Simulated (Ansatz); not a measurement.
# CH7GeInO: basis-set convergence

How large a basis does CH7GeInO need? Two functionals are run in growing sets.

Computed with Ansatz 0.2.0, Gaussian basis. Level: one geometry, several basis sets.

Levels to be run: PBE0-D4/def2-SVP; ωB97M-V/def2-SVP; PBE0-D4/def2-QZVPP; ωB97M-V/def2-QZVPP; the functionals' def2-TZVPP values are taken from earlier runs.

## Step 1: Structure used throughout

The geometry comes from an earlier relaxation with PBE0-D4 in a triple-zeta def2 set; it is a stationary point, not always the lowest conformer. In takes the def2 core potential; no spin-orbit term is included.

SMILES `[GeH3][O][CH2][InH2]`, 11 atoms, charge 0, spin multiplicity 1.

Atoms are counted from 1 here; the program's logs count them from 0.

Bond lengths: Ge1–O2 1.784 Å, Ge1–H5 1.542 Å, Ge1–H6 1.532 Å, Ge1–H7 1.542 Å, O2–C3 1.414 Å, C3–In4 2.176 Å, C3–H8 1.101 Å, C3–H9 1.101 Å, In4–H10 1.734 Å, In4–H11 1.725 Å. Angles: O2–Ge1–H5 108.7°, O2–Ge1–H6 105.5°, O2–Ge1–H7 108.6°, H5–Ge1–H6 112.1°, H5–Ge1–H7 109.7°, H6–Ge1–H7 112.1°, Ge1–O2–C3 116.9°, O2–C3–In4 110.3°, O2–C3–H8 111.8°, O2–C3–H9 111.8°, In4–C3–H8 108.4°, In4–C3–H9 108.4°, H8–C3–H9 106.0°, C3–In4–H10 118.9°, C3–In4–H11 120.4°, H10–In4–H11 120.7°.

## Step 2: PBE0-D4 in def2-SVP

in.yaml reads:

```yaml
crystal:
  periodic: [false, false, false]
  atoms:
    - {symbol: Ge, position_ang: [-0.194096, 2.107832, 0.482567]}
    - {symbol: O, position_ang: [0.492012, 0.466868, 0.345428]}
    - {symbol: C, position_ang: [-0.312228, -0.512660, -0.282076]}
    - {symbol: In, position_ang: [0.725806, -2.424128, -0.326148]}
    - {symbol: H, position_ang: [-0.497808, 2.635555, -0.933863]}
    - {symbol: H, position_ang: [0.879259, 2.941869, 1.190050]}
    - {symbol: H, position_ang: [-1.499236, 2.029556, 1.299586]}
    - {symbol: H, position_ang: [-0.566765, -0.231237, -1.315675]}
    - {symbol: H, position_ang: [-1.271397, -0.650137, 0.240848]}
    - {symbol: H, position_ang: [-0.061060, -3.789247, -1.049840]}
    - {symbol: H, position_ang: [2.305504, -2.574271, 0.349122]}
basis:
  gaussian: {orbitals: def2-SVP}
hamiltonian: {xc: pbe0, dispersion: d4}
output: {orbitals: {seedname: orbitals}}
```

Run with:

```console
$ ansatz run in.yaml --threads 4 --pin off --events-out ev --progress --plain --max-ram 10444MiB
```

The runs that follow: ωB97M-V in def2-SVP; PBE0-D4 in def2-QZVPP; ωB97M-V in def2-QZVPP.

Before running them: what should the planned runs give, taken together? Wanted: PBE0-D4: double and triple zeta above quadruple; ωB97M-V: double and triple zeta above quadruple.

**Answer**, as computed:

```
                                       quantity           value
PBE0-D4: double and triple zeta above quadruple  12.60, 1.47 eV
ωB97M-V: double and triple zeta above quadruple  12.71, 1.43 eV
```

**Reading.** For PBE0-D4 the step from double to triple zeta gains 11.13 eV and the next only 1.47 eV. Total energies overstate the basis error of differences, where much of it tends to cancel.
